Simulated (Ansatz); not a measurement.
# Al₂H₆SSi: one species, many methods

One table from this session's results is given with a row withheld; the runs are named, their logs left out.

Method: functionals in def2-TZVPP, the program's frozen cores in correlated methods; program: Ansatz 0.2.0, Gaussian basis.

Plan: LDA (SPW92), PBE-D4, revPBE-D4, BLYP-D4, r2SCAN-D4, B97M-V, PBE0-D4, B3LYP-D4, r2SCANh-D4, r2SCAN0-D4, HSE06-D4, BHLYP-D4, CAM-B3LYP-D4, LC-ωPBE, ωB97X-V, ωB97M-V, B2PLYP, PBE-QIDH; CCSD(T)/def2-SVP; CCSD(T)/def2-TZVPP; MP2/def2-QZVPP; extrapolation to the limit; RPA on PBE.

## The relaxed structure

The geometry comes from an earlier relaxation with PBE0-D4 in a triple-zeta def2 set; it is a stationary point, not always the lowest conformer.

SMILES `[AlH2][S][AlH][SiH3]`, 10 atoms, charge 0, spin multiplicity 1.

Atoms are counted from 1 here; the program's logs count them from 0.

Bond lengths: Al1–S2 2.237 Å, Al1–H5 1.589 Å, Al1–H6 1.581 Å, S2–Al3 2.151 Å, Al3–Si4 2.461 Å, Al3–H7 1.578 Å, Si4–H8 1.485 Å, Si4–H9 1.536 Å, Si4–H10 1.490 Å. Angles: S2–Al1–H5 115.2°, S2–Al1–H6 117.6°, H5–Al1–H6 123.3°, Al1–S2–Al3 89.5°, S2–Al3–Si4 106.6°, S2–Al3–H7 126.2°, Si4–Al3–H7 126.9°, Al3–Si4–H8 122.0°, Al3–Si4–H9 102.3°, Al3–Si4–H10 114.8°, H8–Si4–H9 104.6°, H8–Si4–H10 109.2°, H9–Si4–H10 100.9°.

The first run:

File in.yaml:

```yaml
crystal:
  periodic: [false, false, false]
  atoms:
    - {symbol: Al, position_ang: [-0.967817, 1.086674, -0.923729]}
    - {symbol: S, position_ang: [1.134493, 1.841285, -1.053186]}
    - {symbol: Al, position_ang: [1.833785, -0.019250, -0.230400]}
    - {symbol: Si, position_ang: [-0.070060, -1.020314, 0.964965]}
    - {symbol: H, position_ang: [-1.277745, -0.207860, -1.792332]}
    - {symbol: H, position_ang: [-2.083362, 2.101951, -0.451252]}
    - {symbol: H, position_ang: [3.319546, -0.551150, -0.259002]}
    - {symbol: H, position_ang: [-0.696855, -2.291369, 0.522973]}
    - {symbol: H, position_ang: [-1.167152, 0.037384, 0.775075]}
    - {symbol: H, position_ang: [0.058365, -1.028453, 2.449787]}
basis:
  gaussian: {orbitals: def2-TZVPP}
hamiltonian: {xc: lda}
output: {orbitals: {seedname: orbitals}}
```

On the command line:

```
ansatz run in.yaml --threads 2 --pin off --events-out ev --progress --plain --max-ram 4352MiB
```

Among the steps run: LDA; PBE-D4 (GGA); revPBE-D4 (GGA); BLYP-D4 (GGA); r2SCAN-D4 (meta-GGA); B97M-V (meta-GGA); B3LYP-D4 (hybrid); r2SCANh-D4 (hybrid); r2SCAN0-D4 (hybrid); HSE06-D4 (hybrid); BHLYP-D4 (hybrid); CAM-B3LYP-D4 (range-separated); LC-ωPBE (range-separated); ωB97X-V (range-separated); ωB97M-V (range-separated); B2PLYP (double hybrid); PBE-QIDH (double hybrid).

One of the session's tables, all rows but one given; the rest of the session is left out.

It belongs to the step «Frontier levels by functional». 

| functional | HOMO (eV) | LUMO (eV) | gap (eV) |
| --- | --- | --- | --- |
| LDA (SPW92) | -6.44 | -3.05 | 3.40 |
| PBE-D4 | -6.36 | -2.85 | 3.52 |
| revPBE-D4 | -6.32 | -2.76 | 3.57 |
| BLYP-D4 | -6.20 | -2.66 | 3.54 |
| r2SCAN-D4 | -6.63 | -2.65 | 3.97 |
| B97M-V | -6.74 | -2.82 | 3.92 |
| PBE0-D4 | -7.46 | -2.12 | 5.34 |
| B3LYP-D4 | -7.24 | -2.25 | 4.99 |
| r2SCANh-D4 | ? | ? | ? |
| r2SCAN0-D4 | -7.63 | -2.01 | 5.62 |
| HSE06-D4 | -7.07 | -2.49 | 4.58 |
| BHLYP-D4 | -8.43 | -1.27 | 7.16 |
| CAM-B3LYP-D4 | -8.69 | -1.10 | 7.59 |
| LC-ωPBE | -10.02 | -0.12 | 9.90 |
| ωB97X-V | -9.70 | -0.20 | 9.49 |
| ωB97M-V | -9.51 | -0.44 | 9.07 |

Estimate the missing values for r2SCANh-D4.

Worked estimate for «HOMO (eV)». Against the share of exact exchange, r2SCAN-D4 (0, -6.63), r2SCAN0-D4 (0.25, -7.63) give a slope of -4.00 per unit share; at 0.1 the line stands at -7.03.

As computed: HOMO (eV): -7.03; LUMO (eV): -2.39; gap (eV): 4.63. In «HOMO (eV)» the line misses by 0.00.
